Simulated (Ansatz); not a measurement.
# CH7AlGaNO: a ladder of functionals and wavefunction methods

Aim: compute CH7AlGaNO with functionals from several rungs and with coupled cluster. The yardstick is the atomisation energy at the CCSD(T) limit.

The runs use Ansatz 0.2.0, Gaussian basis; functionals in def2-TZVPP, the program's frozen cores in correlated methods.

The runs, in order: LDA (SPW92), PBE-D4, revPBE-D4, BLYP-D4, r2SCAN-D4, B97M-V, PBE0-D4, B3LYP-D4, r2SCANh-D4, r2SCAN0-D4, HSE06-D4, BHLYP-D4, CAM-B3LYP-D4, LC-ωPBE, ωB97X-V, ωB97M-V, B2PLYP, PBE-QIDH; CCSD(T)/def2-SVP; CCSD(T)/def2-TZVPP; MP2/def2-QZVPP; extrapolation to the limit; RPA on PBE.

## (1) Structure used throughout

An earlier PBE0-D4 in a triple-zeta def2 set relaxation fixed the geometry.

SMILES `N[CH2][Al]([OH])[GaH2]`, 12 atoms, charge 0, spin multiplicity 1.

Atoms are counted from 1 here; the program's logs count them from 0.

Bond lengths: N1–C2 1.476 Å, N1–H6 1.013 Å, N1–H7 1.013 Å, C2–Al3 1.981 Å, C2–H8 1.096 Å, C2–H9 1.096 Å, Al3–O4 1.704 Å, Al3–Ga5 2.521 Å, O4–H10 0.956 Å, Ga5–H11 1.582 Å, Ga5–H12 1.582 Å. Angles: C2–N1–H6 111.4°, C2–N1–H7 111.5°, H6–N1–H7 106.8°, N1–C2–Al3 112.5°, N1–C2–H8 108.0°, N1–C2–H9 108.0°, Al3–C2–H8 111.9°, Al3–C2–H9 111.9°, H8–C2–H9 104.0°, C2–Al3–O4 125.3°, C2–Al3–Ga5 118.3°, O4–Al3–Ga5 116.4°, Al3–O4–H10 125.5°, Al3–Ga5–H11 123.2°, Al3–Ga5–H12 123.3°, H11–Ga5–H12 113.5°.

## (2) LDA

This LDA is Slater exchange with PW92 correlation.

File in.yaml:

```yaml
crystal:
  periodic: [false, false, false]
  atoms:
    - {symbol: N, position_ang: [-0.625841, -0.879633, 1.692918]}
    - {symbol: C, position_ang: [0.361184, 0.192413, 1.457979]}
    - {symbol: Al, position_ang: [0.551010, 0.640937, -0.462538]}
    - {symbol: O, position_ang: [1.597037, 1.826289, -1.097589]}
    - {symbol: Ga, position_ang: [-0.852979, -0.624989, -2.129927]}
    - {symbol: H, position_ang: [-1.544902, -0.616900, 1.357350]}
    - {symbol: H, position_ang: [-0.369312, -1.732084, 1.209326]}
    - {symbol: H, position_ang: [0.063881, 1.063088, 2.053774]}
    - {symbol: H, position_ang: [1.313534, -0.120656, 1.901268]}
    - {symbol: H, position_ang: [2.184684, 2.380004, -0.585889]}
    - {symbol: H, position_ang: [-2.294906, -0.156142, -2.582626]}
    - {symbol: H, position_ang: [-0.383409, -1.972337, -2.814038]}
basis:
  gaussian: {orbitals: def2-TZVPP}
hamiltonian: {xc: lda}
output: {orbitals: {seedname: orbitals}}
```

On the command line:

```sh
> ansatz run in.yaml --threads 4 --pin off --events-out ev --progress --plain --max-ram 10444MiB
```

Further steps of the session: PBE-D4 (GGA); revPBE-D4 (GGA); BLYP-D4 (GGA); r2SCAN-D4 (meta-GGA); B97M-V (meta-GGA); B3LYP-D4 (hybrid); r2SCANh-D4 (hybrid); r2SCAN0-D4 (hybrid); HSE06-D4 (hybrid); BHLYP-D4 (hybrid); CAM-B3LYP-D4 (range-separated); LC-ωPBE (range-separated); ωB97X-V (range-separated); ωB97M-V (range-separated); B2PLYP (double hybrid); PBE-QIDH (double hybrid); CCSD(T) in def2-SVP; CCSD(T) in def2-TZVPP; MP2 in def2-QZVPP; RPA on PBE orbitals.

**Question.** What will the summary of the whole plan be? Wanted: atomisation energy, CCSD(T)/CBS; farthest beyond LDA; mean size of error, GGA; mean size of error, meta-GGA; mean size of error, hybrid; mean size of error, range-separated; mean size of error, double hybrid; gap, smallest and largest; T1 diagnostic.

As calculated:

```
                               quantity                                                                                                                 value
        atomisation energy, CCSD(T)/CBS                                                                                                             39.991 eV
    functionals within 0.400 eV (1.0 %)  PBE-D4, BLYP-D4, r2SCAN-D4, B97M-V, PBE0-D4, B3LYP-D4, r2SCANh-D4, HSE06-D4, CAM-B3LYP-D4, LC-ωPBE, ωB97X-V, ωB97M-V
                    farthest beyond LDA                                                                                                  BHLYP-D4 (-1.429 eV)
                mean size of error, GGA                                                                                                              0.446 eV
           mean size of error, meta-GGA                                                                                                              0.057 eV
             mean size of error, hybrid                                                                                                              0.595 eV
    mean size of error, range-separated                                                                                                              0.090 eV
      mean size of error, double hybrid                                                                                                              0.628 eV
              gap, smallest and largest                                                                              2.00 eV (LDA (SPW92)), 8.83 eV (LC-ωPBE)
                          T1 diagnostic                                                                                                                0.0133
triples share of the correlation energy                                                                                                                 3.7 %
```

In words: The LDA atomisation energy is off by 5.637 eV (14 %): it overbinds. PBE-D4 is off by +0.391 eV. Double hybrids carry the basis error of their MP2 part in triple zeta, and no dispersion term here, so their miss is partly the set-up's. The rungs meta-GGA, range-separated miss on average by less than the doubt on the reference (0.400 eV), so they tie. Misses under about 0.400 eV are within the doubt on the reference itself, which lacks core-valence correlation, relativity and higher excitations, and its outer-core shells are covered unevenly. Hartree-Fock recovers 70 % of the binding; the rest is correlation. CCSD(T) in def2-SVP is off by -2.762 eV, which most functionals beat. The gap grows from 2.0 to 8.8 eV across the functionals, mostly with the share of exact exchange. Correlated methods include outer-core shells of Ga, which these sets cover unevenly.
